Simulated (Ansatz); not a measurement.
# OsTe2: the cost of one run

Computed with Ansatz 0.2.0 (DFT r²SCAN+U (U = 2.5 eV, J = 0.7 eV on Os d), plane waves, PAW, no spin–orbit coupling unless a run says so, unless a step's input says otherwise).

## 1. The starting structure

It takes space group Fm-3m (No. 225, cubic). The conventional cell has a = 6.711 Å, b = 6.711 Å, c = 6.711 Å, α = 90.00°, β = 90.00°, γ = 90.00°. Os (site symmetry m-3m) has 8 Te at 2.91 Å in its first shell of neighbours. Te (site symmetry -43m) is surrounded by 4 Os at 2.91 Å.

Coordinates:

```cif
data_structure
_symmetry_space_group_name_H-M 'Fm-3m'
_symmetry_Int_Tables_number 225
_cell_length_a 6.7109
_cell_length_b 6.7109
_cell_length_c 6.7109
_cell_angle_alpha 90.000
_cell_angle_beta 90.000
_cell_angle_gamma 90.000
_cell_volume 302.24
loop_
_atom_site_label
_atom_site_type_symbol
_atom_site_symmetry_multiplicity
_atom_site_Wyckoff_symbol
_atom_site_fract_x
_atom_site_fract_y
_atom_site_fract_z
_atom_site_occupancy
Os1 Os 4 a 0.00000 0.00000 0.00000 1
Te1 Te 8 c 0.75000 0.75000 0.25000 1
```

Magnetic order typed: antiferromagnetic, doubled cell 0 1/2 1/2.

## 2. From atoms, symmetry kept, no search

Contents of input.yaml:

```yaml
crystal:
  lattice:
    - [0.0, 3.35546558, 3.35546558]
    - [6.71093116, 3.35546558, 3.35546558]
    - [6.71093116, 6.71093116, 0.0]
  atoms:
    - { symbol: Os, position: [0.0, 0.0, 0.0], spin: 4.0 }
    - { symbol: Te, position: [0.25, 0.25, 0.0] }
    - { symbol: Te, position: [0.75, 0.75, 0.0] }
    - { symbol: Os, position: [0.0, 0.0, 0.5], spin: -4.0 }
    - { symbol: Te, position: [0.25, 0.25, 0.5] }
    - { symbol: Te, position: [0.75, 0.75, 0.5] }
basis:
  ecutwfc: 500
  ecutrho_ratio: 4
kpoints:
  mp_grid: { grid: [5, 5, 5] }
hamiltonian:
  xc: r2scan
  hubbard:
    sites:
      - { site: 0, l: d, u: 2.5, j: 0.7 }
      - { site: 3, l: d, u: 2.5, j: 0.7 }
scf:
  occupations: { method: gaussian, width: 0.05 }
  lower_state_search: "off"
  max_iter: 150
output:
  forces: true
  stress: true
  eigenvalues: true
  populations: true
  hubbard: { sites: [{ site: 0, l: d }, { site: 3, l: d }] }
magnetization:
  spin_polarized: true
```

Run with:

```sh
$ ansatz run input.yaml --threads 8 --pin off --max-ram 12288MiB --backend cpu --events-out ev --progress --plain --runs-dir out
```

**Question.** How long does this run take on 8 threads of Arm Neoverse N1, shared host, and how much memory does it need?

About 24 s, with a peak of 1.4 GiB.
